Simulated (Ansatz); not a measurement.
Crystal: TaVN2.

```
CELL_PARAMETERS angstrom
3.04987 0.00000 0.00000
0.00000 3.04987 0.00000
0.00000 0.00000 4.29606
ATOMIC_POSITIONS crystal
Ta 0.00000 0.00000 0.00000
V 0.50000 0.50000 0.50000
N 0.50000 0.50000 0.00000
N 0.00000 0.00000 0.50000
```

The cell comes from a database or a generator and needn't be the stable form of this composition.

Base run:

```yaml
Program: Ansatz 0.2.0
Functional: PBEsol
Potentials_or_basis: Ansatz PAW
Cutoff: "420 eV (not typed: the program's choice for these potentials)"
k_mesh: 7 × 7 × 5
Occupations: fermi-dirac, width 0.05 eV
Spin: collinear spin, ferromagnetic start
Starting_moments: "[0.0, 0.5, 0.0, 0.0] μB"
Fixed_moment: 0.5 μB
```

Its results: pressure -12.0 GPa; site moments Ta -0.02; V +0.44; N +0.00 μB.

Problem. The run is repeated on the same cell with these changes: fixed moment from 0.5 μB to 1.5 μB; moments at the start from [0.0, 0.5, 0.0, 0.0] to [0.0, 1.5, 0.0, 0.0]. What comes out?

Solution. Pressure -8.8 GPa; site moments Ta +0.00; V +1.13; N +0.04 μB.

Caveats: the total moment is fixed, so each spin has its own Fermi level; the PAW data sets come from PBE, with cores solved anew for the run's functional, which leaves a small shift of forces and pressure; the thresholds are loose for stress.
